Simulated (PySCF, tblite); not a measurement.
# C2H6O5SSi2: geometry, infrared bands and NMR shifts

Wanted: the infrared bands and NMR shifts of C2H6O5SSi2 (`O=C1[SiH2]O[SiH2][C@H]1S(=O)(=O)O`), by calculation.

The runs use tblite 0.8.0 and PySCF 2.14.0, with density-fitted response routines of our own; the level of theory stands in each step. All values are computed, except where a source is named. Atoms are numbered from 0 throughout.

### Step 1. Starting geometry

16 atoms, charge 0, multiplicity 1; geometry from: force field or distance geometry start.

Bonds of the start (Å): O0–C1 1.24, C1–Si2 1.83, Si2–O3 1.73, O3–Si4 1.71, Si4–C5 1.86, C5–S6 1.77, S6–O7 1.51, S6–O8 1.52, S6–O9 1.69, C5–C1 1.48, Si2–H10 1.45, Si2–H11 1.47, Si4–H12 1.46, Si4–H13 1.47, C5–H14 1.12, O9–H15 0.99.

### Step 2. Geometry optimisation with GFN2-xTB

Job settings and geometry (Å):

```
{"job": {"kind": "relax", "xc": "GFN2-xTB", "basis": "xTB"}, "charge": 0, "multiplicity": 1}
O      0.380500    -2.247700     0.478200
C     -0.236700    -1.210500     0.185000
Si    -2.008500    -0.879500     0.490300
O     -1.935900     0.795500     0.899800
Si    -0.984200     1.300000    -0.423500
C      0.339400    -0.005600    -0.454500
S      1.816200     0.574300     0.326500
O      2.325100     1.832500    -0.326200
O      1.579700     0.845900     1.807600
O      2.994000    -0.631400     0.247100
H     -2.625000    -1.705400     1.512300
H     -2.692300    -0.927200    -0.815300
H     -0.489000     2.664400    -0.292300
H     -1.800900     1.093000    -1.632200
H      0.563000    -0.232600    -1.525400
H      2.767100    -1.256800    -0.488900
```

The run is started by

```
> OMP_NUM_THREADS=1 python probes_run.py task.json out
```

The driver reads the jobs from task.json and runs them one after another.

**Question.** This job is followed by: GFN2-xTB harmonic vibrations, gas phase; GIAO PBE0/pcSseg-1 NMR shielding, non-relativistic, gas phase. Predict these results of the whole session: strongest single infrared mode (GFN2-xTB); zero-point energy (GFN2-xTB); 13C shifts against TMS (PBE0/pcSseg-1); 1H shifts against TMS (PBE0/pcSseg-1); 17O shifts against H2O (PBE0/pcSseg-1); 29Si shifts against TMS (PBE0/pcSseg-1); 33S shifts against CS2 (PBE0/pcSseg-1).

The runs gave:

| quantity | value |
| --- | --- |
| strongest single infrared mode (GFN2-xTB) | 1280 cm⁻¹, 568 km/mol |
| zero-point energy (GFN2-xTB) | 54.4 kcal/mol |
| 13C shifts against TMS (PBE0/pcSseg-1) | 248.5, 67.2 ppm |
| 1H shifts against TMS (PBE0/pcSseg-1) | 7.77, 5.87, 5.63, 5.24, 4.84, 3.44 ppm |
| 17O shifts against H2O (PBE0/pcSseg-1) | 746.5, 271.7, 250.5, 187.4, 26.4 ppm |
| 29Si shifts against TMS (PBE0/pcSseg-1) | -17.4, -37.7 ppm |
| 33S shifts against CS2 (PBE0/pcSseg-1) | 309 ppm |

Relaxing lowered the energy by 2.168 eV in 115 steps; the close pair that moved most is S6–O9, from 1.687 to 1.589 Å. All 42 modes are real, so the xTB geometry is a minimum. The strongest single mode, at 1280 cm⁻¹, moves mainly S6 and O7. Unscaled tight-binding wavenumbers are off by several per cent, some by more. Its intensities can rank the bands wrongly. At PBE0/pcSseg-1: The largest span, 1576 ppm, is at O0, where the paramagnetic term is -814 ppm.
